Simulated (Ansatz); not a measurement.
# BGaH₅N: how energies converge with the basis set

How large a basis does BGaH₅N need? Two functionals are run in growing sets.

Method: one geometry, several basis sets; program: Ansatz 0.2.0, Gaussian basis.

The runs, in order: PBE0-D4/def2-SVP; ωB97M-V/def2-SVP; PBE0-D4/def2-QZVPP; ωB97M-V/def2-QZVPP; the functionals' def2-TZVPP values are taken from earlier runs.

### Step 1. Structure used throughout

All runs share one geometry, relaxed beforehand with PBE0-D4 in a triple-zeta def2 set.

SMILES `B[NH][GaH2]`, 8 atoms, charge 0, spin multiplicity 1.

Atoms are counted from 1 here; the program's logs count them from 0.

Bond lengths: B1–N2 1.400 Å, B1–H4 1.201 Å, B1–H5 1.201 Å, N2–Ga3 1.854 Å, N2–H6 1.011 Å, Ga3–H7 1.557 Å, Ga3–H8 1.563 Å. Angles: N2–B1–H4 120.4°, N2–B1–H5 118.9°, H4–B1–H5 120.7°, B1–N2–Ga3 125.2°, B1–N2–H6 117.0°, Ga3–N2–H6 117.8°, N2–Ga3–H7 116.3°, N2–Ga3–H8 116.3°, H7–Ga3–H8 127.4°.

### Step 2. PBE0-D4 in def2-SVP

in.yaml reads:

```yaml
crystal:
  periodic: [false, false, false]
  atoms:
    - {symbol: B, position_ang: [-0.727586, 0.942984, -0.767421]}
    - {symbol: N, position_ang: [-0.464140, 0.159657, 0.362012]}
    - {symbol: Ga, position_ang: [0.966816, -1.005474, 0.543301]}
    - {symbol: H, position_ang: [-1.682462, 1.670425, -0.793699]}
    - {symbol: H, position_ang: [0.016813, 0.874285, -1.707052]}
    - {symbol: H, position_ang: [-1.108323, 0.239061, 1.136520]}
    - {symbol: H, position_ang: [1.936623, -1.099283, -0.670539]}
    - {symbol: H, position_ang: [1.062249, -1.781655, 1.896899]}
basis:
  gaussian: {orbitals: def2-SVP}
hamiltonian: {xc: pbe0, dispersion: d4}
output: {orbitals: {seedname: orbitals}}
```

Launch:

```sh
$ ansatz run in.yaml --threads 2 --pin off --events-out ev --progress --plain --max-ram 4352MiB
```

The runs that follow: ωB97M-V in def2-SVP; PBE0-D4 in def2-QZVPP; ωB97M-V in def2-QZVPP.

Q: Predict the results of all the runs planned. Wanted: PBE0-D4: double and triple zeta above quadruple; ωB97M-V: double and triple zeta above quadruple.

**Answer**, as computed:

| quantity | value |
| --- | --- |
| PBE0-D4: double and triple zeta above quadruple | 10.61, 1.34 eV |
| ωB97M-V: double and triple zeta above quadruple | 10.68, 1.29 eV |

**Reading.** For PBE0-D4 the step from double to triple zeta gains 9.27 eV and the next only 1.34 eV. These are total energies; as a rule much of such shifts cancels in differences, which this series doesn't test.
